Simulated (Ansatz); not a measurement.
# Ga2P: the cost of one run

Program: Ansatz 0.2.0. Level of theory: DFT PBE, scalar-relativistic, plane waves, PAW. These are calculated values, not measurements.

## (1) The structure to begin with

It takes space group Pnnm (No. 58, orthorhombic). Conventional cell: a = 4.685 Å, b = 5.718 Å, c = 3.570 Å, α = 90.00°, β = 90.00°, γ = 90.00°. Ga (site symmetry m) is surrounded by 1 Ga at 2.33 Å and 3 P at 2.36 to 2.37 Å. P (site symmetry 2/m) is surrounded by 6 Ga at 2.36 to 2.37 Å.

Coordinates:

```xyz
6
Lattice="4.6852 0.0000 0.0000 0.0000 5.7183 0.0000 0.0000 0.0000 3.5698" Properties=species:S:1:pos:R:3 pbc="T T T"
Ga    0.9389    2.1655    0.0000
Ga    3.7463    3.5528    0.0000
Ga    3.2815    0.6936    1.7849
Ga    1.4037    5.0247    1.7849
P     0.0000    0.0000    0.0000
P     2.3426    2.8592    1.7849
```

This is candidate A: marcasite type (Pnnm, No. 58).

(A quick probe on a coarse mesh, which set the mesh and smearing, is not shown.)

## (3) Coarse relaxation (candidate A)

Contents of input.yaml:

```yaml
crystal:
  lattice:
    - [4.6852485249, 0.0, 0.0]
    - [0.0, 5.7183096675, 0.0]
    - [0.0, 0.0, 3.5697533197]
  atoms:
    - { symbol: Ga, position: [0.2004, 0.3787, 0.0] }
    - { symbol: Ga, position: [0.7996, 0.6213, 0.0] }
    - { symbol: Ga, position: [0.7004, 0.1213, 0.5] }
    - { symbol: Ga, position: [0.2996, 0.8787, 0.5] }
    - { symbol: P, position: [0.0, 0.0, 0.0] }
    - { symbol: P, position: [0.5, 0.5, 0.5] }
basis:
  ecutwfc: 420
kpoints:
  mp_grid: { grid: [4, 4, 6] }
hamiltonian:
  xc: pbe
scf:
  occupations: { method: gaussian, width: 0.1 }
  lower_state_search: "off"
output:
  forces: true
  stress: true
  eigenvalues: true
relax:
  adjacent_minimum: "off"
  f_tol: 0.04
  max_steps: 70
  cell: { stress_tol: 0.4 }
```

Launch:

```bash
> ansatz run input.yaml --threads 1 --pin off --max-ram 2560MiB --backend cpu --events-out ev --progress --plain --runs-dir out
```

What time and memory should one allow on 1 thread of Arm Neoverse N1, shared host?

About 1.9 min, with a peak of 0.44 GiB.
